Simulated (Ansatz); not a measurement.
# NbRu3C (Pm-3m) in Ansatz: convergence with k mesh

Aim: find how far k mesh must go before the results for NbRu3C settle, at PBEsol. This setting moves, with any that are tied to it; all else stays.

Program: Ansatz 0.2.0. These are calculated values, not measurements. Logs are shortened: lines on timing, memory, paths and dates and some standing lists are left out, and cuts for length are marked.

## (1) The structure

The structure is cubic, space group Pm-3m (No. 221). Conventional cell: a = 4.065 Å, b = 4.065 Å, c = 4.065 Å, α = 90.00°, β = 90.00°, γ = 90.00°. Ru (site symmetry 4/mmm) is surrounded by 2 C at 2.03 Å. Around Nb (site symmetry m-3m) lie 12 Ru at 2.87 Å. C (site symmetry m-3m) is surrounded by 6 Ru at 2.03 Å.

The cell comes from a database or a generator and needn't be the stable form of this composition.

## (2) With k mesh 2 × 2 × 2

Input file input.yaml:

```yaml
crystal:
  lattice:
    - [4.065138, 0.0, 0.0]
    - [0.0, 4.065138, 0.0]
    - [0.0, 0.0, 4.065138]
  atoms:
    - { symbol: Ru, position: [0.5, 0.5, 0.0] }
    - { symbol: Ru, position: [0.5, 0.0, 0.5] }
    - { symbol: Ru, position: [0.0, 0.5, 0.5] }
    - { symbol: Nb, position: [0.0, 0.0, 0.0] }
    - { symbol: C, position: [0.5, 0.5, 0.5] }
hamiltonian:
  xc: pbesol
  pseudopotentials: { kind: nc, accuracy: standard }
kpoints:
  mp_grid: { grid: [2, 2, 2] }
scf:
  occupations: { method: methfessel_paxton, width: 0.05 }
output:
  forces: true
  stress: true
  eigenvalues: true
```

Potentials or basis: PseudoDojo standard (PBEsol files).

The run is started by

```bash
> ansatz run input.yaml --threads 2 --pin off --max-ram 5632MiB --backend cpu --events-out ev --progress --plain --runs-dir out
```

Wall time 1.2 s (2 threads of Arm Neoverse V2, shared host); peak memory 0.38 GiB.

Results:

- Free energy: -10103.4769 eV
- Pressure: -10.7 GPa
- Band gap on the k mesh: none (metal or under the smearing width)

## (3) With k mesh 3 × 3 × 3

input.yaml: that of step 2 with these lines changed.

```diff
@@ -15,3 +15,3 @@
 kpoints:
-  mp_grid: { grid: [2, 2, 2] }
+  mp_grid: { grid: [3, 3, 3] }
 scf:
```

Potentials or basis: PseudoDojo standard (PBEsol files).

The run is started by

```bash
> ansatz run input.yaml --threads 2 --pin off --max-ram 5632MiB --backend cpu --events-out ev --progress --plain --runs-dir out
```

It took 1.4 s on 2 threads of Arm Neoverse V2, shared host; peak memory 0.39 GiB.

What came out:

| Quantity | Value |
| --- | --- |
| Free energy | -10104.6866 eV |
| Pressure | -11.4 GPa |
| Band gap on the k mesh | none (metal or under the smearing width) |

## (4) With k mesh 4 × 4 × 4

input.yaml: that of step 3 with these lines changed.

```diff
@@ -15,3 +15,3 @@
 kpoints:
-  mp_grid: { grid: [3, 3, 3] }
+  mp_grid: { grid: [4, 4, 4] }
 scf:
```

The run is started by

```bash
> ansatz run input.yaml --threads 2 --pin off --max-ram 5632MiB --backend cpu --events-out ev --progress --plain --runs-dir out
```

It took 3.1 s on 2 threads of Arm Neoverse V2, shared host; peak memory 0.43 GiB.

Results:

| Quantity | Value |
| --- | --- |
| Free energy | -10104.5943 eV |
| Pressure | -11.3 GPa |
| Band gap on the k mesh | none (metal or under the smearing width) |

## (5) With k mesh 5 × 5 × 5

input.yaml: that of step 4 with these lines changed.

```diff
@@ -15,3 +15,3 @@
 kpoints:
-  mp_grid: { grid: [4, 4, 4] }
+  mp_grid: { grid: [5, 5, 5] }
 scf:
```

The run is started by

```bash
> ansatz run input.yaml --threads 2 --pin off --max-ram 5632MiB --backend cpu --events-out ev --progress --plain --runs-dir out
```

Wall time 2.9 s (2 threads of Arm Neoverse V2, shared host); peak memory 0.43 GiB.

Results:

```
Free energy            : -10104.5690 eV
Pressure               : -11.1 GPa
Band gap on the k mesh : none (metal or under the smearing width)
```

## (6) With k mesh 6 × 6 × 6

input.yaml: that of step 5 with these lines changed.

```diff
@@ -15,3 +15,3 @@
 kpoints:
-  mp_grid: { grid: [5, 5, 5] }
+  mp_grid: { grid: [6, 6, 6] }
 scf:
```

Potentials or basis: PseudoDojo standard (PBEsol files).

The run is started by

```bash
> ansatz run input.yaml --threads 2 --pin off --max-ram 5632MiB --backend cpu --events-out ev --progress --plain --runs-dir out
```

Wall time 6 s (2 threads of Arm Neoverse V2, shared host); peak memory 0.48 GiB.

Results (log left out):

* Free energy: -10104.5780 eV
* Pressure: -11.2 GPa
* Band gap on the k mesh: none (metal or under the smearing width)

## (7) With k mesh 8 × 8 × 8

input.yaml: that of step 6 with these lines changed.

```diff
@@ -15,3 +15,3 @@
 kpoints:
-  mp_grid: { grid: [6, 6, 6] }
+  mp_grid: { grid: [8, 8, 8] }
 scf:
```

The run is started by

```bash
> ansatz run input.yaml --threads 2 --pin off --max-ram 5632MiB --backend cpu --events-out ev --progress --plain --runs-dir out
```

Wall time 9.9 s (2 threads of Arm Neoverse V2, shared host); peak memory 0.55 GiB.

Results (log left out):

| Quantity | Value |
| --- | --- |
| Free energy | -10104.5872 eV |
| Pressure | -11.3 GPa |
| Band gap on the k mesh | none (metal or under the smearing width) |

## (8) With k mesh 9 × 9 × 9

input.yaml: that of step 7 with these lines changed.

```diff
@@ -15,3 +15,3 @@
 kpoints:
-  mp_grid: { grid: [8, 8, 8] }
+  mp_grid: { grid: [9, 9, 9] }
 scf:
```

The run is started by

```bash
> ansatz run input.yaml --threads 2 --pin off --max-ram 5632MiB --backend cpu --events-out ev --progress --plain --runs-dir out
```

Wall time 9.2 s (2 threads of Arm Neoverse V2, shared host); peak memory 0.55 GiB.

It converged, with:

- Free energy: -10104.5882 eV
- Pressure: -11.3 GPa
- Band gap on the k mesh: none (metal or under the smearing width)

## (9) With k mesh 11 × 11 × 11

input.yaml: that of step 8 with these lines changed.

```diff
@@ -15,3 +15,3 @@
 kpoints:
-  mp_grid: { grid: [9, 9, 9] }
+  mp_grid: { grid: [11, 11, 11] }
 scf:
```

Potentials or basis: PseudoDojo standard (PBEsol files).

The run is started by

```bash
> ansatz run input.yaml --threads 2 --pin off --max-ram 5632MiB --backend cpu --events-out ev --progress --plain --runs-dir out
```

Log:

```text
Warning: RAYON_NUM_THREADS=2 ignored (pool sized by the plan → 2); use --threads N
Engine: ansatz 0.2.0, aarch64-unknown-linux-gnu
Pseudopotentials: kind: nc
Pseudopotential: Ru, nc, valence charge 16, recommended cutoff 1142.878222 eV (normal), Ru.nc.azcp (PseudoDojo's, or run here from an input of PseudoDojo's; its table is named by hamiltonian.pseudopotentials.accuracy)
Pseudopotential: Nb, nc, valence charge 13, recommended cutoff 1115.666836 eV (normal), Nb.nc.azcp (PseudoDojo's, or run here from an input of PseudoDojo's; its table is named by hamiltonian.pseudopotentials.accuracy)
Pseudopotential: C, nc, valence charge 4, recommended cutoff 1115.666836 eV (normal), C.nc.azcp (PseudoDojo's, or run here from an input of PseudoDojo's; its table is named by hamiltonian.pseudopotentials.accuracy)
Functional definition: PBEsol
  exchange = pbesol_x
  correlation = pbesol_c
Crystal: 5 atoms, lattice volume = 67.178 Å³
Basis set: ecut = 1142.878222 eV, 5887 PW (Γ), exchange–correlation on 90×90×90 points (8 copies of the dense FFT grid, shifted against one another)
Bands: 39, of which v1, the nominal top of the filled ones, is band 33 counted from 1 (32 counted from 0)
Symmetry: 48 space group operations
Space group: Pm-3m (ITA 221), of the structure as read, at distance tolerance 4.1e-5 Å
k-points: 56 of 1331
Non-local potential: Ru, projectors of the file, l = 0: 2, l = 1: 2, l = 2: 2
Non-local potential: Nb, projectors of the file, l = 0: 2, l = 1: 2, l = 2: 2
Non-local potential: C, projectors of the file, l = 0: 2, l = 1: 2
Initial density: superposition of atomic densities (chi_scale 0.1, normalization cell, long waves kept (reshape's long-wave potential 0.00 eV rms))
Initial wavefunctions: pseudopotential atomic-orbital guess
Functional: x = pbesol(κ = 0.804, μ = 0.12345679012345678), c = pbesol(β = 0.046)
SCF iter   1: F=—  HF=-10109.713144 eV  |F-HF|=—  |Δ(HF+E_count)|=         —  Δρ=1.83e-1  dr2=3.01e1  ethr=3.10e-3  ⟨swp⟩=6.5  Hψ=8372  notcnv=0
preconditioner: auto → Kerker (q_TF=auto, 2.713 Å⁻¹)  [metal: Δε(μ)=0.022 eV  Ē_g=5.742 eV  σ=0.050 eV  W_gap=0.34  n_scr=26 (ndim 8)  ℏωp=26.0 eV  f_vac=0.000  D(μ)=3.95/eV (n_scr^D=32)]
SCF iter   2: F=—  HF=-10105.886745 eV  |F-HF|=—  |Δ(HF+E_count)|=    3.83e0  S|Δr|=    0.00e0  Δρ=7.96e-2  dr2=7.61e0  ethr=3.10e-3  ⟨swp⟩=4.4  Hψ=5203  notcnv=0  defer=87
preconditioner: auto → Resta (q_TF=auto, 2.713 Å⁻¹)  ε∞=21.4  [insulator: Δε(μ)=0.045 eV  Ē_g=5.761 eV  σ=0.050 eV  W_gap=0.65  n_scr=26 (ndim 8)  ℏωp=26.0 eV  f_vac=0.000  D(μ)=2.18/eV (n_scr^D=18)  ε∞_Penn≈21.4]
SCF iter   3: F=—  HF=-10104.804524 eV  |F-HF|=—  |Δ(HF+E_count)|=    1.08e0  S|Δr|=    0.00e0  Δρ=3.23e-2  dr2=7.28e-1  ethr=3.10e-3  ⟨swp⟩=3.0  Hψ=3128  notcnv=0  defer=82
SCF iter   4: F=—  HF=-10104.634070 eV  |F-HF|=—  |Δ(HF+E_count)|=   1.70e-1  S|Δr|=    0.00e0  Δρ=2.09e-2  dr2=5.76e-1  ethr=1.12e-3  ⟨swp⟩=3.3  Hψ=3774  notcnv=0  defer=80
SCF iter   5: F=—  HF=-10104.591507 eV  |F-HF|=—  |Δ(HF+E_count)|=   4.26e-2  S|Δr|=    0.00e0  Δρ=6.29e-3  dr2=4.76e-2  ethr=8.86e-4  ⟨swp⟩=2.4  Hψ=2809  notcnv=0  defer=84
SCF iter   6: F=—  HF=-10104.587270 eV  |F-HF|=—  |Δ(HF+E_count)|=   4.24e-3  S|Δr|=    0.00e0  Δρ=1.16e-3  dr2=1.48e-3  ethr=7.32e-5  ⟨swp⟩=1.9  Hψ=2635  notcnv=0  defer=84
SCF iter   7: F=—  HF=-10104.587153 eV  |F-HF|=—  |Δ(HF+E_count)|=   1.17e-4  S|Δr|=    0.00e0  Δρ=5.33e-4  dr2=3.21e-4  ethr=2.28e-6  ⟨swp⟩=1.8  Hψ=2292  notcnv=0  defer=84
SCF iter   8: F=—  HF=-10104.587109 eV  |F-HF|=—  |Δ(HF+E_count)|=   4.36e-5  S|Δr|=    0.00e0  Δρ=1.06e-4  dr2=9.00e-6  ethr=4.93e-7  ⟨swp⟩=1.9  Hψ=2312  notcnv=0  defer=84
SCF iter   9: F=—  HF=-10104.586957 eV  |F-HF|=—  |Δ(HF+E_count)|=   1.52e-4  S|Δr|=    0.00e0  Δρ=2.02e-5  dr2=2.56e-7  ethr=1.39e-8  ⟨swp⟩=2.2  Hψ=3073  notcnv=0  defer=84
SCF iter  10: F=-10104.586957 eV  HF=-10104.586957 eV  |F-HF|=1.06e-8  |Δ(HF+E_count)|=   3.19e-8  S|Δr|=    0.00e0  Δρ=6.20e-6  dr2=1.86e-8  ethr=1.54e-10  ⟨swp⟩=12.8  Hψ=11027  notcnv=0
SCF 1 converged in 10 iterations: F = -10104.586957 eV  dr2 = 1.86e-8
SCF converged after 10 iterations
Stability not checked: this state was not tested for a lower state beside it, because cold or Methfessel-Paxton smearing, or corrected tetrahedra, fill the levels in a way that the test cannot read (fill_not_monotonic; see scf.lower_state_search)
Free energy (F): -10104.586957 eV
Harris-Foulkes:  -10104.586957 eV  (|F-HF|=1.06e-8)
Internal energy: -10104.586640 eV  (E = F + TS)
E sigma→0 (E₀):  -10104.586878 eV
Entropy (-TS):   -0.000317 eV (-0.063 meV/atom)
Fermi energy:    20.724581 eV
--- Per-component energies (eV) ---
  E_band       = -314.673477
  E_kinetic    = 3257.853492
  E_local      = -6116.701869  (includes V_loc(G=0)·N_el)
  E_nonlocal   = 829.667058
  E_hartree    = 1594.044960
  E_xc         = -1795.212510
  E_vxc        = -1473.580014  (∫ρ·V_xc dr)
  E_ewald      = -7874.237771
  E_smearing   = -0.000317  (= −TS)
  E_closure    = 0.000000  (closes the sum)
  Σ components = -10104.586957   (vs F -10104.586957, Δ=0.00e0)
--- Forces (eV/Å), atoms counted from 1 ---
  atom   1  Ru     0.00000000     0.00000000     0.00000000
  atom   2  Ru     0.00000000    -0.00000000     0.00000000
  atom   3  Ru     0.00000000    -0.00000000     0.00000000
  atom   4  Nb    -0.00000000     0.00000000     0.00000000
  atom   5  C      0.00000000     0.00000000    -0.00000000
  max |Σ_I F_I| component: 8.57e-29 eV/Å
--- Stress (GPa, compression-positive) ---
      -11.231797      -0.000000       0.000000
       -0.000000     -11.231797       0.000000
        0.000000       0.000000     -11.231797
  P = ⅓ Tr σ = -11.2318 GPa (-112.318 kbar)
--- Band table (eV; the first three rows and the last of 56) ---
  k-point 0: bands = ["-52.4863", "-52.4057", "-52.4057", "-35.2574", "-22.9338", "-22.9338", "-22.9338", "-22.2729", "-22.2729", "-22.2729", "-22.2714", "-22.2714", "-22.2714", "-11.2826", "-11.2826", "-11.2826", "6.1507", "13.7584", "15.1252", "15.1252", "15.1582", "15.1582", "15.1582", "17.4418", "17.4418", "17.4418", "18.1485", "18.1485", "18.1485", "19.3290", "19.3290", "21.3449", "21.3606", "21.3606", "21.3606", "22.5366", "22.5366", "23.6315", "23.6315"]
  k-point 1: bands = ["-52.4848", "-52.4071", "-52.4057", "-35.2575", "-22.9314", "-22.9314", "-22.9296", "-22.2776", "-22.2749", "-22.2749", "-22.2719", "-22.2719", "-22.2719", "-11.2861", "-11.2833", "-11.2833", "6.2155", "13.8445", "15.1766", "15.1766", "15.1849", "15.1990", "15.2013", "16.9067", "17.3753", "17.3753", "18.0778", "18.2406", "18.2406", "19.3390", "19.5866", "21.2605", "21.3608", "21.3748", "21.3748", "22.4834", "22.5218", "23.2462", "23.2462"]
  k-point 2: bands = ["-52.4806", "-52.4113", "-52.4056", "-35.2576", "-22.9249", "-22.9249", "-22.9181", "-22.2902", "-22.2815", "-22.2815", "-22.2730", "-22.2717", "-22.2717", "-11.2955", "-11.2854", "-11.2854", "6.3990", "14.0855", "15.2254", "15.2254", "15.3182", "15.3426", "15.4207", "15.9195", "17.2489", "17.2489", "17.8793", "18.4476", "18.4476", "19.3632", "19.7589", "21.0067", "21.3615", "21.4185", "21.4185", "22.3508", "22.4116", "22.4884", "22.4884"]
  k-point 55: bands = ["-52.4334", "-52.4318", "-52.4318", "-35.2556", "-23.2474", "-22.6829", "-22.6829", "-22.4697", "-22.4693", "-22.4693", "-22.1486", "-22.1486", "-22.1477", "-11.2986", "-11.2973", "-11.2973", "9.5131", "12.1982", "12.1982", "12.2839", "15.4480", "16.5004", "16.5278", "16.5278", "17.7930", "17.7930", "17.8665", "18.6551", "18.6551", "20.3002", "20.3002", "20.6339", "21.1374", "21.5256", "21.5256", "21.7716", "21.8520", "21.8520", "23.0575"]
```

It took 14 s on 2 threads of Arm Neoverse V2, shared host; peak memory 0.65 GiB.

What came out:

| Quantity | Value |
| --- | --- |
| Free energy | -10104.5870 eV |
| Pressure | -11.2 GPa |
| Band gap on the k mesh | none (metal or under the smearing width) |

## (10) Summary

```csv
k mesh,"energy less the tightest run, at zero smearing (meV/atom)",pressure (GPa),SCF cycles,CPU time (s),peak memory (GiB)
2 × 2 × 2,222.27,-10.66,9,2.3,0.38
3 × 3 × 3,-19.77,-11.40,10,2.6,0.39
4 × 4 × 4,-1.46,-11.29,11,6,0.43
5 × 5 × 5,3.70,-11.07,10,5.6,0.43
6 × 6 × 6,1.91,-11.18,11,12,0.48
8 × 8 × 8,-0.04,-11.26,11,20,0.55
9 × 9 × 9,-0.22,-11.27,10,18,0.55
11 × 11 × 11,0.00,-11.23,10,29,0.65
```

Against the tightest run, the energy stays within 1 meV/atom from 8 × 8 × 8 on; the pressure stays within 0.1 GPa from 6 × 6 × 6 on. Meshes of other sizes hit other points, so gaps and Fermi surfaces needn't settle smoothly. The tightest run that finished is the yardstick and may itself not be fully converged.
